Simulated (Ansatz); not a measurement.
This was printed by a script on the Python package of Ansatz (0.2.0), for a test of the smearing width of Y3GeS2, space group P-3m1. What did the script look like? Settings (first run): PBEsol, PAW, cutoff 550 eV, 6×6×3 k-points, Methfessel-Paxton smearing of 0.25 eV. The script varies width (eV): 0.25, 0.15, 0.1, 0.05, 0.025.

```
CELL_PARAMETERS angstrom
4.02749 0.00000 0.00000
-2.01374 3.48791 0.00000
0.00000 0.00000 9.75566
ATOMIC_POSITIONS crystal
Y 0.33333 0.66667 0.16439
Y 0.66667 0.33333 0.83561
Y 0.00000 0.00000 0.50000
Ge 0.00000 0.00000 0.00000
S 0.33333 0.66667 0.65849
S 0.66667 0.33333 0.34151
```

Output of `python smear_y3ges2.py`:
```text
0.25: -0.62 meV/atom  (within 2 meV)
0.15: -0.60 meV/atom  (within 2 meV)
0.1: -0.33 meV/atom  (within 2 meV)
0.05: -0.11 meV/atom  (within 2 meV)
```

The script that was run (others could print the same):

`smear_y3ges2.py`
```python
# -*- coding: utf-8 -*-
import csv

import ansatz as az

xtal = (
    az.Lattice.of([4.02749, 0.0, 0.0], [-2.01374, 3.48791, 0.0], [0.0, 0.0, 9.75566])
    .atom("Y", [1 / 3, 2 / 3, 0.16439])
    .atom("Y", [2 / 3, 1 / 3, 0.83561])
    .atom("Y", [0.0, 0.0, 0.5])
    .atom("Ge", [0.0, 0.0, 0.0])
    .atom("S", [1 / 3, 2 / 3, 0.65849])
    .atom("S", [2 / 3, 1 / 3, 0.34151])
)

model = xtal.calculation()
model = model.functional(az.Functional.PBESOL).pseudopotentials("paw")
model = model.basis(550).kpoints(6, 6, 3)
model = model.stress()

rows = []
for value in [0.25, 0.15, 0.1, 0.05, 0.025]:
    rep = model.occupations("methfessel_paxton", width=value).run(threads=1).report
    rows.append((value, rep["free_energy_ev"] / len(rep["lattice"]["sites"]), rep["n_iterations"], sum(rep["stress_gpa"][i][i] for i in range(3)) / 3, rep["n_kpoints"]))

with open("smear.csv", "w", newline="") as handle:
    writer = csv.writer(handle)
    writer.writerow(["width (eV)", "F/atom (eV)", "iterations", "P (GPa)", "k-points"])
    writer.writerows([round(v, 5) if isinstance(v, float) else v for v in row] for row in rows)

for row in rows[:-1]:
    shift = 1000 * (row[1] - rows[-1][1])
    print(f"{row[0]}: {shift:+.2f} meV/atom" + ("  (within 2 meV)" if abs(shift) < 2 else ""))
```

Going from 0.025 to 0.25 eV changes F by -0.6 meV an atom. This scheme is built to cancel the term in the square of the width, so the shifts stay small and are partly the mesh's error. The pressure moves from -3.22 to -3.18 GPa.

Notes:
- The run is spin-unpolarised.
- The mesh is modest for a metal, so energies can be off by several to tens of meV an atom and pressures by half a GPa or more; differences at equal mesh fare better.
- The narrowest width needs the finest mesh, so the last row is no converged reference.
- Pressure is positive in compression.
- This cell is a computed structure, which may not be the phase found in nature.
- Finished in 29 s on 1 thread of Arm Neoverse V2, on a shared host, peak memory 0.52 GiB.
